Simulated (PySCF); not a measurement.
# A diatomic session: ZnO+, part 2 of 2

PySCF 2.14.0; Zn jorge-DZP-DKH, O jorge-DZP-DKH; spin-free X2C with a Gaussian nucleus.

## Step 7: r²SCAN (meta-GGA)

Output of the SCF at 1.797 Å:

```text
******** <class 'pyscf.dft.uks_symm.SymAdaptedUKS'> ********
method = SymAdaptedUKS
initial guess = minao
damping factor = 0
level_shift factor = 0
DIIS = <class 'pyscf.scf.diis.CDIIS'>
diis_start_cycle = 1
diis_space = 10
diis_damp = 0
SCF conv_tol = 1e-09
SCF conv_tol_grad = None
SCF max_cycles = 60
direct_scf = False
max_memory 909 MB (current use 390 MB)
number electrons alpha = 19  beta = 18
XC library pyscf.dft.libxc version 7.0.0
    S. Lehtola, C. Steigemann, M. J.T. Oliveira, and M. A.L. Marques.,  SoftwareX 7, 1–5 (2018)
XC functionals = R2SCAN
    J. W. Furness, A. D. Kaplan, J. Ning, J. P. Perdew, and J. Sun.,  J. Phys. Chem. Lett. 11, 8208-8215 (2020)
    J. W. Furness, A. D. Kaplan, J. Ning, J. P. Perdew, and J. Sun.,  J. Phys. Chem. Lett. 11, 9248-9248 (2020)
    J. W. Furness, A. D. Kaplan, J. Ning, J. P. Perdew, and J. Sun.,  J. Phys. Chem. Lett. 11, 8208-8215 (2020)
    J. W. Furness, A. D. Kaplan, J. Ning, J. P. Perdew, and J. Sun.,  J. Phys. Chem. Lett. 11, 9248-9248 (2020)
small_rho_cutoff = 0
Set gradient conv threshold to 3.16228e-05
init E= -1870.50548384754
cycle= 1 E= -1870.50647568364  delta_E= -0.000992  |g|= 0.0258  |ddm|= 0.0912
cycle= 2 E= -1870.50460959079  delta_E= 0.00187  |g|= 0.0639  |ddm|= 0.106
cycle= 3 E= -1870.50664479902  delta_E= -0.00204  |g|= 0.018  |ddm|= 0.0902
cycle= 4 E= -1870.5067378018  delta_E= -9.3e-05  |g|= 0.00343  |ddm|= 0.018
cycle= 5 E= -1870.50674420127  delta_E= -6.4e-06  |g|= 0.000404  |ddm|= 0.00496
cycle= 6 E= -1870.50674468102  delta_E= -4.8e-07  |g|= 0.00032  |ddm|= 0.00224
cycle= 7 E= -1870.50674499286  delta_E= -3.12e-07  |g|= 9.16e-05  |ddm|= 0.00268
cycle= 8 E= -1870.50674501344  delta_E= -2.06e-08  |g|= 2e-05  |ddm|= 0.000769
cycle= 9 E= -1870.50674501372  delta_E= -2.8e-10  |g|= 4.63e-06  |ddm|= 4.39e-05
Extra cycle  E= -1870.50674501361  delta_E= 1.06e-10  |g|= 1.44e-05  |ddm|= 2.46e-05
converged SCF energy = -1870.50674501361  <S^2> = 0.78078326  2S+1 = 2.0305499
```

Re = 1.778 Å, ωe = 658 cm⁻¹, ωexe = 4.84 cm⁻¹, αe = 0.00364 cm⁻¹, Be = 0.4168 cm⁻¹, De = 1.93 eV, μ = -4.34 D. 14 s of CPU time for 12 points, integrals apart.

## Step 8: r²SCANh (hybrid meta-GGA)

Output of the SCF at 1.797 Å:

```text
******** <class 'pyscf.dft.uks_symm.SymAdaptedUKS'> ********
method = SymAdaptedUKS
initial guess = minao
damping factor = 0
level_shift factor = 0
DIIS = <class 'pyscf.scf.diis.CDIIS'>
diis_start_cycle = 1
diis_space = 10
diis_damp = 0
SCF conv_tol = 1e-09
SCF conv_tol_grad = None
SCF max_cycles = 60
direct_scf = False
max_memory 909 MB (current use 391 MB)
number electrons alpha = 19  beta = 18
XC library pyscf.dft.libxc version 7.0.0
    S. Lehtola, C. Steigemann, M. J.T. Oliveira, and M. A.L. Marques.,  SoftwareX 7, 1–5 (2018)
XC functionals = HYB_MGGA_XC_R2SCANH
    M. Bursch, H. Neugebauer, S. Ehlert, and S. Grimme.,  J. Chem. Phys. 156, 134105 (2022)
small_rho_cutoff = 0
Set gradient conv threshold to 3.16228e-05
init E= -1870.4823882598
cycle= 1 E= -1870.48312403661  delta_E= -0.000736  |g|= 0.0125  |ddm|= 0.0386
cycle= 2 E= -1870.48300185609  delta_E= 0.000122  |g|= 0.02  |ddm|= 0.0271
cycle= 3 E= -1870.48313988525  delta_E= -0.000138  |g|= 0.00676  |ddm|= 0.0262
cycle= 4 E= -1870.48316112076  delta_E= -2.12e-05  |g|= 0.00178  |ddm|= 0.00853
cycle= 5 E= -1870.48316192542  delta_E= -8.05e-07  |g|= 0.000125  |ddm|= 0.00111
cycle= 6 E= -1870.4831619442  delta_E= -1.88e-08  |g|= 4.77e-05  |ddm|= 0.000353
cycle= 7 E= -1870.48316194622  delta_E= -2.02e-09  |g|= 1.28e-05  |ddm|= 9.98e-05
cycle= 8 E= -1870.48316194665  delta_E= -4.26e-10  |g|= 6.6e-06  |ddm|= 6.22e-05
Extra cycle  E= -1870.48316194677  delta_E= -1.21e-10  |g|= 7.79e-06  |ddm|= 3.24e-05
converged SCF energy = -1870.48316194677  <S^2> = 0.78830466  2S+1 = 2.0379447
```

Re = 1.779 Å, ωe = 659 cm⁻¹, ωexe = 5.57 cm⁻¹, αe = 0.00378 cm⁻¹, Be = 0.4162 cm⁻¹, De = 1.73 eV, μ = -4.52 D.

## Step 9: PBEsol (GGA)

Log of the SCF at 1.797 Å:

```text
******** <class 'pyscf.dft.uks_symm.SymAdaptedUKS'> ********
method = SymAdaptedUKS
initial guess = minao
damping factor = 0
level_shift factor = 0
DIIS = <class 'pyscf.scf.diis.CDIIS'>
diis_start_cycle = 1
diis_space = 10
diis_damp = 0
SCF conv_tol = 1e-09
SCF conv_tol_grad = None
SCF max_cycles = 60
direct_scf = False
max_memory 909 MB (current use 391 MB)
number electrons alpha = 19  beta = 18
XC library pyscf.dft.libxc version 7.0.0
    S. Lehtola, C. Steigemann, M. J.T. Oliveira, and M. A.L. Marques.,  SoftwareX 7, 1–5 (2018)
XC functionals = PBEsol
    J. P. Perdew, A. Ruzsinszky, G. I. Csonka, O. A. Vydrov, G. E. Scuseria, L. A. Constantin, X. Zhou, and K. Burke.,  Phys. Rev. Lett. 100, 136406 (2008)
    J. P. Perdew, A. Ruzsinszky, G. I. Csonka, O. A. Vydrov, G. E. Scuseria, L. A. Constantin, X. Zhou, and K. Burke.,  Phys. Rev. Lett. 100, 136406 (2008)
small_rho_cutoff = 0
Set gradient conv threshold to 3.16228e-05
init E= -1868.55454902922
cycle= 1 E= -1868.54436095863  delta_E= 0.0102  |g|= 0.194  |ddm|= 0.311
cycle= 2 E= -1868.44346741243  delta_E= 0.101  |g|= 0.47  |ddm|= 0.755
cycle= 3 E= -1868.55571680129  delta_E= -0.112  |g|= 0.121  |ddm|= 0.634
cycle= 4 E= -1868.55946122019  delta_E= -0.00374  |g|= 0.0224  |ddm|= 0.111
cycle= 5 E= -1868.55972002104  delta_E= -0.000259  |g|= 0.0092  |ddm|= 0.0462
cycle= 6 E= -1868.55976842614  delta_E= -4.84e-05  |g|= 0.000863  |ddm|= 0.0122
cycle= 7 E= -1868.55976893138  delta_E= -5.05e-07  |g|= 0.000171  |ddm|= 0.00168
cycle= 8 E= -1868.55976896135  delta_E= -3e-08  |g|= 0.000111  |ddm|= 0.000552
cycle= 9 E= -1868.55976897257  delta_E= -1.12e-08  |g|= 1.09e-05  |ddm|= 0.000328
cycle= 10 E= -1868.5597689728  delta_E= -2.29e-10  |g|= 3.06e-06  |ddm|= 8e-05
Extra cycle  E= -1868.55976897273  delta_E= 7.41e-11  |g|= 1.25e-05  |ddm|= 1.82e-05
converged SCF energy = -1868.55976897273  <S^2> = 0.77360048  2S+1 = 2.0234629
```

Re = 1.775 Å, ωe = 649 cm⁻¹, ωexe = 4.24 cm⁻¹, αe = 0.00359 cm⁻¹, Be = 0.4181 cm⁻¹, De = 2.33 eV, μ = -3.93 D.

## Step 10: TPSSh (hybrid meta-GGA)

Log of the SCF at 1.797 Å:

```text
******** <class 'pyscf.dft.uks_symm.SymAdaptedUKS'> ********
method = SymAdaptedUKS
initial guess = minao
damping factor = 0
level_shift factor = 0
DIIS = <class 'pyscf.scf.diis.CDIIS'>
diis_start_cycle = 1
diis_space = 10
diis_damp = 0
SCF conv_tol = 1e-09
SCF conv_tol_grad = None
SCF max_cycles = 60
direct_scf = False
max_memory 909 MB (current use 391 MB)
number electrons alpha = 19  beta = 18
XC library pyscf.dft.libxc version 7.0.0
    S. Lehtola, C. Steigemann, M. J.T. Oliveira, and M. A.L. Marques.,  SoftwareX 7, 1–5 (2018)
XC functionals = TPSSH
    V. N. Staroverov, G. E. Scuseria, J. Tao, and J. P. Perdew.,  J. Chem. Phys. 119, 12129 (2003)
small_rho_cutoff = 0
Set gradient conv threshold to 3.16228e-05
init E= -1870.55883102645
cycle= 1 E= -1870.55894200289  delta_E= -0.000111  |g|= 0.0612  |ddm|= 0.0647
cycle= 2 E= -1870.55795984428  delta_E= 0.000982  |g|= 0.0984  |ddm|= 0.0631
cycle= 3 E= -1870.55952621815  delta_E= -0.00157  |g|= 0.00591  |ddm|= 0.0425
cycle= 4 E= -1870.55953454117  delta_E= -8.32e-06  |g|= 0.00435  |ddm|= 0.0113
cycle= 5 E= -1870.55954564718  delta_E= -1.11e-05  |g|= 0.000514  |ddm|= 0.00554
cycle= 6 E= -1870.55954703978  delta_E= -1.39e-06  |g|= 0.000358  |ddm|= 0.0041
cycle= 7 E= -1870.55954761912  delta_E= -5.79e-07  |g|= 8.01e-05  |ddm|= 0.00442
cycle= 8 E= -1870.55954762411  delta_E= -4.99e-09  |g|= 7.26e-06  |ddm|= 0.000273
cycle= 9 E= -1870.55954762414  delta_E= -2.5e-11  |g|= 2.51e-06  |ddm|= 1.12e-05
Extra cycle  E= -1870.55954762412  delta_E= 1.41e-11  |g|= 6.23e-06  |ddm|= 1.11e-05
converged SCF energy = -1870.55954762412  <S^2> = 0.77801486  2S+1 = 2.0278214
```

Re = 1.793 Å, ωe = 636 cm⁻¹, ωexe = 5.08 cm⁻¹, αe = 0.00375 cm⁻¹, Be = 0.4099 cm⁻¹, De = 1.72 eV, μ = -4.36 D.

## Step 11: ROHF

Log of the SCF at 1.797 Å:

```text
******** <class 'pyscf.scf.hf_symm.SymAdaptedROHF'> ********
method = SymAdaptedROHF
initial guess = minao
damping factor = 0
level_shift factor = 0
DIIS = <class 'pyscf.scf.diis.CDIIS'>
diis_start_cycle = 1
diis_space = 10
diis_damp = 0
SCF conv_tol = 1e-09
SCF conv_tol_grad = None
SCF max_cycles = 60
direct_scf = False
max_memory 909 MB (current use 391 MB)
num. doubly occ = 18  num. singly occ = 1
Overwritten attributes  get_jk get_occ get_hcore get_k get_j  of <class 'pyscf.scf.hf_symm.SymAdaptedROHF'>
<class 'pyscf.scf.hf_symm.SymAdaptedROHF'> does not have attributes  refdm
Set gradient conv threshold to 3.16228e-05
init E= -1868.60968235946
cycle= 1 E= -1868.6220959501  delta_E= -0.0124  |g|= 0.169  |ddm|= 0.33
cycle= 2 E= -1868.62425753995  delta_E= -0.00216  |g|= 0.117  |ddm|= 0.106
cycle= 3 E= -1868.62571746337  delta_E= -0.00146  |g|= 0.0172  |ddm|= 0.0462
cycle= 4 E= -1868.6259008672  delta_E= -0.000183  |g|= 0.00541  |ddm|= 0.0235
cycle= 5 E= -1868.62594498792  delta_E= -4.41e-05  |g|= 0.00166  |ddm|= 0.0147
cycle= 6 E= -1868.62594834532  delta_E= -3.36e-06  |g|= 0.000699  |ddm|= 0.00427
cycle= 7 E= -1868.62594867597  delta_E= -3.31e-07  |g|= 0.000331  |ddm|= 0.00124
cycle= 8 E= -1868.62594873294  delta_E= -5.7e-08  |g|= 7.06e-05  |ddm|= 0.000375
cycle= 9 E= -1868.62594873624  delta_E= -3.29e-09  |g|= 2.54e-05  |ddm|= 0.000142
cycle= 10 E= -1868.62594873689  delta_E= -6.58e-10  |g|= 8.6e-06  |ddm|= 5.16e-05
Extra cycle  E= -1868.62594873694  delta_E= -4.32e-11  |g|= 5.64e-06  |ddm|= 1.42e-05
converged SCF energy = -1868.62594873694
```

Re = 1.790 Å, ωe = 712 cm⁻¹, Be = 0.4111 cm⁻¹, De = -0.473 eV, μ = -6.29 D. 2.5 s of CPU time for 12 points, integrals apart.

## Step 12: Correlated methods on the Hartree–Fock reference

Reference: ROHF; core orbitals frozen: 6.

Correlation energy (eV) along the bond:

| R (Å) | MP2 | SCS-MP2 |
| --- | --- | --- |
| 1.545 | -16.188 | -14.723 |
| 1.617 | -16.136 | -14.686 |
| 1.689 | -16.109 | -14.673 |
| 1.743 | -16.102 | -14.676 |
| 1.797 | -16.104 | -14.686 |
| 1.851 | -16.112 | -14.704 |
| 1.923 | -16.131 | -14.737 |
| 2.013 | -16.168 | -14.791 |
| 2.120 | -16.226 | -14.873 |
| 2.264 | -16.326 | -15.007 |

ROHF-MP2: Re = 1.794 Å, ωe = 669 cm⁻¹, ωexe = 4.13 cm⁻¹, αe = 0.00332 cm⁻¹, Be = 0.4095 cm⁻¹, De = 1.25 eV.

ROHF-SCS-MP2: Re = 1.802 Å, ωe = 653 cm⁻¹, ωexe = 4.41 cm⁻¹, αe = 0.00348 cm⁻¹, Be = 0.4057 cm⁻¹, De = 1.19 eV.

## Step 13: All curves

Energy (eV) from each level's lowest point:

| R (Å) | ROHF | ROHF-MP2 | ROHF-SCS-MP2 | PBE | PBEsol | r²SCAN | TPSSh | r²SCANh | PBE0 |
| --- | --- | --- | --- | --- | --- | --- | --- | --- | --- |
| 1.545 | 1.113 | 1.029 | 1.077 | 0.922 | 0.804 | 0.855 | 0.938 | 0.876 | 0.947 |
| 1.617 | 0.485 | 0.453 | 0.485 | 0.406 | 0.327 | 0.352 | 0.410 | 0.363 | 0.412 |
| 1.689 | 0.145 | 0.139 | 0.158 | 0.126 | 0.081 | 0.091 | 0.124 | 0.096 | 0.123 |
| 1.743 | 0.028 | 0.029 | 0.039 | 0.027 | 0.006 | 0.010 | 0.026 | 0.011 | 0.025 |
| 1.797 | 0.000 | 0.000 | 0.000 | 0.000 | 0.000 | 0.000 | 0.000 | 0.000 | 0.000 |
| 1.851 | 0.039 | 0.031 | 0.021 | 0.026 | 0.045 | 0.044 | 0.029 | 0.043 | 0.030 |
| 1.923 | 0.168 | 0.140 | 0.117 | 0.119 | 0.162 | 0.160 | 0.126 | 0.156 | 0.127 |
| 2.013 | 0.410 | 0.346 | 0.305 | 0.297 | 0.364 | 0.361 | 0.304 | 0.349 | 0.300 |
| 2.120 | 0.771 | 0.648 | 0.584 | 0.555 | 0.648 | 0.630 | 0.550 | 0.600 | 0.529 |
| 2.264 | 1.299 | 1.077 | 0.978 | 0.912 | 1.031 | 0.968 | 0.859 | 0.902 | 0.808 |

The whole job (state search and all levels along the bond) took 2.4 min on 1 thread of Intel Xeon Platinum 8488C (shared host), peak memory 0.75 GiB.

## Step 14: Results

The summary covers parts 1 to 2.

Lowest PBE0 solution found, without spin–orbit coupling: ²Π (doublet), unpaired electrons π ↑. State 2 has its PBE0 minimum 0.94 eV higher. State 3 has its PBE0 minimum 1.08 eV higher, as a spin-mixed determinant (⟨S²⟩ = 1.75), so this is no gap between pure states. The other levels ran on the lowest alone.

| level | Re (Å) | ωe (cm⁻¹) | De (eV) | μ (D) |
| --- | --- | --- | --- | --- |
| ROHF | 1.790 | 712 | -0.473 | -6.29 |
| ROHF-MP2 | 1.794 | 669 | 1.25 | n/a |
| ROHF-SCS-MP2 | 1.802 | 653 | 1.19 | n/a |
| PBE | 1.795 | 625 | 2.14 | -3.91 |
| PBEsol | 1.775 | 649 | 2.33 | -3.93 |
| r²SCAN | 1.778 | 658 | 1.93 | -4.34 |
| TPSSh | 1.793 | 636 | 1.72 | -4.36 |
| r²SCANh | 1.779 | 659 | 1.73 | -4.52 |
| PBE0 | 1.792 | 640 | 1.57 | -4.51 |

De is counted to Zn+ + O in their ground configurations. A positive dipole points from Zn to O; in an ion it is taken about the centre of mass and does not tell which atom is negative.

Time per point (s) on 1 thread of Intel Xeon Platinum 8488C, shared host (CPU time, shared integrals of 0.3 s apart; correlated levels include their reference); the times are rough: ROHF 0.21, ROHF-MP2 0.39, ROHF-SCS-MP2 0.39, PBE 0.85, PBEsol 0.63, r²SCAN 1.1, TPSSh 1.3, r²SCANh 1.3, PBE0 1.5.

Bond lengths run from 1.775 Å (PBEsol) to 1.802 Å (ROHF-SCS-MP2). Among the levels with a De in the table, it runs from -0.473 eV (ROHF) to 2.33 eV (PBEsol).

Correlated steps freeze 6 core orbitals. A negative De means that the minimum lies above the separated atoms at that level.
